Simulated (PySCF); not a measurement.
# Cl3H2NdO (Nd(Cl)3(H2O)-): the cost of one run

The runs use PySCF 2.14.0; PBE0, Nd lcecp-0-SVP with ECP50, Cl def2-SVP, O def2-SVP, H def2-SVP; scalar-relativistic core potentials, no spin–orbit coupling.

1 further run of the same task is left out (for a known fault of the program).

## (1) Starting geometry

7 atoms, charge -1, spin multiplicity 1.

Bond lengths: Nd1–Cl2 2.829 Å, Nd1–Cl3 2.829 Å, Nd1–Cl4 2.829 Å, Nd1–O5 2.682 Å, O5–H6 0.970 Å, O5–H7 0.970 Å. Angles: Cl2–Nd1–Cl3 109.5°, Cl2–Nd1–Cl4 109.5°, Cl2–Nd1–O5 109.5°, Cl3–Nd1–Cl4 109.5°, Cl3–Nd1–O5 109.5°, Cl4–Nd1–O5 109.5°, Nd1–O5–H6 127.5°, Nd1–O5–H7 127.5°, H6–O5–H7 105.1°.

Geometry (Å):

```
Nd    0.0000    0.0000    0.0000
Cl    1.6336    1.6336    1.6336
Cl   -1.6336   -1.6336    1.6336
Cl    1.6336   -1.6336   -1.6336
O    -1.5487    1.5487   -1.5487
H    -1.8894    2.4339   -1.3449
H    -1.8894    1.3449   -2.4339
```

Formal oxidation states: Nd +2. Each metal's 4 4f electrons lie in its core potential, so multiplicities, spins and levels count the valence alone.

## (2) SCF at the start, singlet

The input, run.py (the lines that set the calculation):

```python
mol = gto.M(atom='''
Nd     0.00000     0.00000     0.00000
Cl     1.63360     1.63360     1.63360
Cl    -1.63360    -1.63360     1.63360
Cl     1.63360    -1.63360    -1.63360
O     -1.54870     1.54870    -1.54870
H     -1.88940     2.43390    -1.34490
H     -1.88940     1.34490    -2.43390''',
    basis={'Nd': 'lcecp-0-SVP', 'Cl': 'def2-SVP', 'O': 'def2-SVP', 'H': 'def2-SVP'},
    ecp={'Nd': 'lcecp-0-SVP'},
    charge=-1, spin=0)
mf = dft.RKS(mol, xc='PBE0')
mf.grids.atom_grid = (50, 194)  # f atoms: unpruned, at least (60, 302)
mf = mf.density_fit()  # fitting sets: Nd AutoAux, Cl def2-universal-JKFIT, O def2-universal-JKFIT, H def2-universal-JKFIT
mf.conv_tol = 1e-08; mf.max_cycle = 55
mf.kernel(dm0)  # dm0: free metal ions and neutral atoms
```

Command:

```
> OMP_NUM_THREADS=2 python run.py
```

Q: Estimate wall time and peak memory on 2 threads of Arm Neoverse V1, shared host.

About 3.5 s, with a peak of 0.57 GiB.
